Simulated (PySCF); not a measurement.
# C5H8ClN3: the cost of one run

Programs: PySCF 2.14.0, with routines of our own; each step states its level. All values are computed. Atoms count from 0.

### 1 The starting structure

17 atoms, charge 0, multiplicity 1; geometry from: GFN2-xTB.

### 2 Magnetic properties: GIAO B97-2/pcSseg-1

The job: settings as JSON, then the geometry in Å.

```
{"job": {"kind": "mag", "xc": "B97-2", "basis": "pcSseg-1", "isotopologues": 0}, "charge": 0, "multiplicity": 1}
C     -2.171933    -0.208099     0.339587
C     -1.252538     0.111166    -0.835593
N     -0.022885     0.707934    -0.389546
N      0.112864     2.028516    -0.342740
N      1.271156     2.320089     0.114407
C      1.922731     1.175964     0.381013
Cl     3.505283     1.119393     1.003237
C      1.102289     0.103464     0.063378
C      1.324077    -1.356463     0.149804
H     -1.713409    -0.934353     1.006159
H     -3.109340    -0.616284    -0.026978
H     -2.380639     0.698084     0.902191
H     -1.021715    -0.795058    -1.401707
H     -1.729257     0.839401    -1.494858
H      0.662970    -1.808048     0.889045
H      1.139733    -1.833366    -0.812611
H      2.353615    -1.540308     0.445302
```

Method: GIAO B97-2/pcSseg-1 magnetisability, rotational g tensor and spin-rotation constants, non-relativistic, gas phase.

Command:

```bash
OMP_NUM_THREADS=1 python excited_run.py task.json out
```

One launch serves the whole session: the jobs run in the order shown.

Q: Estimate the wall time and peak memory of this first job on 1 thread of Arm Neoverse V2, shared host.

About 39 s, with a peak of 0.87 GiB.
